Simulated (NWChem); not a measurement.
# CH4NOSi (SMILES O=CN[SiH2]) at 3 levels

Wanted: a comparison of 3 runs (UHF/STO-3G, UHF/3-21G, UB3LYP/6-31G*) of CH4NOSi. 

Program for the calculation: NWChem 7.3.0.

### 1 Starting point

CH4NOSi: 8 atoms, total charge 0, spin state doublet. As SMILES, `O=CN[SiH2]`. The coordinates come from a GFN2-xTB relaxation.

Bond lengths: O1–C2 1.212 Å, C2–N3 1.339 Å, N3–Si4 1.760 Å, C2–H5 1.102 Å, N3–H6 1.008 Å, Si4–H7 1.459 Å, Si4–H8 1.448 Å. Angles: O1–C2–N3 120.6°, C2–N3–Si4 113.5°, O1–C2–H5 123.1°, N3–C2–H5 116.3°, C2–N3–H6 119.9°, Si4–N3–H6 126.6°, N3–Si4–H7 102.9°, N3–Si4–H8 110.6°, H7–Si4–H8 117.8°. A long bond or contact: O1–Si4 2.717 Å.

### 2 Energy and gradient at UHF/STO-3G (run 1)

File ch4nosi.nw:

```
start ch4nosi
title "CH4NOSi"
memory 2200 mb
geometry units angstroms noautosym nocenter noautoz
  O     -0.117490     1.743830    -0.534070
  C      0.629850     1.102310     0.171920
  N      0.359820    -0.175800     0.464600
  Si    -1.115390    -0.771180    -0.288890
  H      1.554760     1.517490     0.603300
  H      0.969900    -0.689170     1.081530
  H     -1.219560    -2.132310     0.226790
  H     -1.061900    -0.595170    -1.725190
end
basis spherical bse
  * library STO-3G
end
scf
  nopen 1
  uhf
  thresh 1e-08
  maxiter 80
end
task scf gradient
```

On the command line:

```
nwchem ch4nosi.nw > ch4nosi.out
```

The program printed:

```text
[...]
  functions       =    28
[...]
  wavefunction    = UHF
[...]
         Total SCF energy =   -452.854137878159
      One electron energy =   -939.010229379276
      Two electron energy =    329.981867403468
 Nuclear repulsion energy =    156.174224097650
                       Sz =      0.5000
                 Sz(Sz+1) =      0.7500
                      S^2 =      0.8682
[...]
                         UHF ENERGY GRADIENTS
    atom               coordinates                        gradient
                 x          y          z           x          y          z
   1 O      -0.222024   3.295361  -1.009246    0.033165  -0.035567   0.032558
   2 C       1.190244   2.083064   0.324882   -0.054368  -0.038912  -0.019601
   3 N       0.679961  -0.332214   0.877967    0.031053   0.062254   0.004387
   4 Si     -2.107781  -1.457319  -0.545923    0.005173   0.008328  -0.017129
   5 H       2.938070   2.867640   1.140072   -0.001808   0.000194  -0.001317
   6 H       1.832845  -1.302342   2.043795   -0.005983   0.003169  -0.005872
   7 H      -2.304634  -4.029482   0.428571   -0.002106  -0.011335   0.017034
   8 H      -2.006700  -1.124708  -3.260136   -0.005126   0.011868  -0.010059
[...]
```

It took 4.5 s on 1 thread of AMD EPYC 9R45 (Zen 5), shared host; peak memory 0.099 GiB.

### 3 Energy and forces at UHF/3-21G (run 2)

File geom.xyz:

```xyz
8
CH4NOSi
O     -0.117490     1.743830    -0.534070
C      0.629850     1.102310     0.171920
N      0.359820    -0.175800     0.464600
Si    -1.115390    -0.771180    -0.288890
H      1.554760     1.517490     0.603300
H      0.969900    -0.689170     1.081530
H     -1.219560    -2.132310     0.226790
H     -1.061900    -0.595170    -1.725190
```

File geom.nw:

```
start geom
title "CH4NOSi"
memory total 2200 mb
charge 0
geometry units angstrom noautosym nocenter noautoz
load geom.xyz
end
basis spherical bse
* library 3-21G
end
scf
doublet
uhf
thresh 1e-08
maxiter 80
noprint "final vectors analysis"
end
task scf gradient
```

On the command line:

```
nwchem geom.nw > geom.out
```

The program printed:

```text
[...]
  functions       =    48
[...]
  wavefunction    = UHF
[...]
         Total SCF energy =   -455.947112979477
      One electron energy =   -939.239764398493
      Two electron energy =    327.118427321366
 Nuclear repulsion energy =    156.174224097650
                       Sz =      0.5000
                 Sz(Sz+1) =      0.7500
                      S^2 =      0.7526
[...]
                         UHF ENERGY GRADIENTS
    atom               coordinates                        gradient
                 x          y          z           x          y          z
   1 O      -0.222024   3.295361  -1.009246    0.004474  -0.016092   0.008332
   2 C       1.190244   2.083064   0.324882   -0.025248  -0.012511  -0.011258
   3 N       0.679961  -0.332214   0.877967   -0.014325   0.009421  -0.013656
   4 Si     -2.107781  -1.457319  -0.545923    0.015641   0.000818  -0.009435
   5 H       2.938070   2.867640   1.140072    0.011015   0.003959   0.004990
   6 H       1.832845  -1.302342   2.043795    0.006023  -0.003518   0.006253
   7 H      -2.304634  -4.029482   0.428571    0.002207   0.012933   0.001807
   8 H      -2.006700  -1.124708  -3.260136    0.000213   0.004992   0.012968
[...]
```

Run time: 3.3 s. Hardware: 1 thread of AMD EPYC 9R45 (Zen 5), shared host; peak memory 0.099 GiB.

### 4 Energy and forces at UB3LYP/6-31G(d) (Cartesian functions) (run 3)

File ch4nosi.xyz:

```xyz
8

O     -0.117490     1.743830    -0.534070
C      0.629850     1.102310     0.171920
N      0.359820    -0.175800     0.464600
Si    -1.115390    -0.771180    -0.288890
H      1.554760     1.517490     0.603300
H      0.969900    -0.689170     1.081530
H     -1.219560    -2.132310     0.226790
H     -1.061900    -0.595170    -1.725190
```

File ch4nosi.nw:

```
start ch4nosi
memory stack 880 mb heap 220 mb global 1100 mb
charge 0
geometry units angstrom noautosym nocenter noautoz
load ch4nosi.xyz
end
basis cartesian
O library 6-31G*
C library 6-31G*
N library 6-31G*
Si library 6-31G*
H library 6-31G*
end
dft
xc b3lyp
mult 2
grid xfine
convergence energy 1e-08
maxiter 100
mulliken
print medium
end
task dft gradient
```

On the command line:

```
nwchem ch4nosi.nw > ch4nosi.out
```

The program printed:

```text
[...]
          Wavefunction type:  spin polarized.
          No. of atoms     :     8
          No. of electrons :    39
[...]
          Charge           :     0
          Spin multiplicity:     2
[...]
          AO basis - number of functions:    72
[...]
              XC Information
              --------------
                         B3LYP Method XC Potential
                     Hartree-Fock (Exact) Exchange  0.200
                        Slater Exchange Functional  0.800 local
                    Becke 1988 Exchange Functional  0.720 non-local
              Lee-Yang-Parr Correlation Functional  0.810
                  VWN I RPA Correlation Functional  0.190 local
[...]
 d= 0,ls=0.0,diis     1   -459.8313338976 -6.16D+02  1.55D-02  2.59D-01     2.4
[...]
 d= 0,ls=0.0,diis    12   -459.9486934142 -2.63D-09  3.36D-07  1.03D-10    27.3
[...]
         Total DFT energy =     -459.948693414221
      One electron energy =     -942.856542886469
           Coulomb energy =      370.116100620156
    Exchange-Corr. energy =      -43.382475245558
 Nuclear repulsion energy =      156.174224097650
[...]
      Total Density - Mulliken Population Analysis
     ---------------------------------------------
    Atom       Charge   Shell Charges
 -----------   ------   -------------------------------------------------------
    1 O    8     8.44   1.99  0.91  2.88  1.03  1.64 -0.00
    2 C    6     5.63   1.99  0.73  2.00  0.33  0.51  0.07
    3 N    7     7.64   1.99  0.78  2.56  0.81  1.48  0.02
    4 Si  14    13.64   2.00  1.99  5.96  1.07  1.76  0.29  0.45  0.12
    5 H    1     0.88   0.53  0.34
    6 H    1     0.67   0.50  0.16
    7 H    1     1.07   0.51  0.56
    8 H    1     1.03   0.51  0.52
[...]
      <S2> =      0.7513 (Exact =     0.7500)
[...]
  wavefunction    = open shell
                         DFT ENERGY GRADIENTS
    atom               coordinates                        gradient
                 x          y          z           x          y          z
   1 O      -0.222024   3.295361  -1.009246    0.010172  -0.017326   0.012421
   2 C       1.190244   2.083064   0.324882   -0.015444  -0.010308  -0.006233
   3 N       0.679961  -0.332214   0.877967   -0.000685   0.017047  -0.005125
   4 Si     -2.107781  -1.457319  -0.545923    0.012389  -0.007952  -0.012170
   5 H       2.938070   2.867640   1.140072   -0.002764  -0.001702  -0.001113
   6 H       1.832845  -1.302342   2.043795   -0.002895   0.002319  -0.003054
   7 H      -2.304634  -4.029482   0.428571    0.000382   0.013730   0.000872
   8 H      -2.006700  -1.124708  -3.260136   -0.001155   0.004192   0.014403
[...]
```

It took 33 s on 1 thread of AMD EPYC 9R45 (Zen 5), shared host; peak memory 0.14 GiB.

### 5 Overview of the runs

| run | level | Cartesian functions | iteration cap | energy (Eh) | dipole moment (D) | HOMO energy (eV) | LUMO energy (eV) | wall time |
| --- | --- | --- | --- | --- | --- | --- | --- | --- |
| 1 | UHF/STO-3G | no | 80 | -452.854138 | 2.26 | -6.16 | 6.32 | 4.5 s |
| 2 | UHF/3-21G | no | 80 | -455.947113 | 3.57 | – | – | 3.3 s |
| 3 | UB3LYP/6-31G* (Cartesian functions) | yes | 100 | -459.948693 | 3.36 | -5.46 | -2.44 | 33 s |

### 6 Summary of results

| quantity | value |
| --- | --- |
| run 3: total energy | -459.94869 Eh |
| run 3: dipole moment | 3.36 D |
| run 3: HOMO energy (highest over α and β) | -5.46 eV |
| run 3: LUMO energy (lowest over α and β) | -2.44 eV |
| run 3: ⟨S²⟩ | 0.751 |
| run 3: largest force on an atom | 1.215 eV/Å |

The dipole moment (its size) runs from 2.26 D (UHF/STO-3G) to 3.57 D (UHF/3-21G). In run 1 the basis is minimal, so the values are rough. Spin contamination of the reference: run 1 ⟨S²⟩ = 0.87. All runs together took 41 s, the longest 33 s.
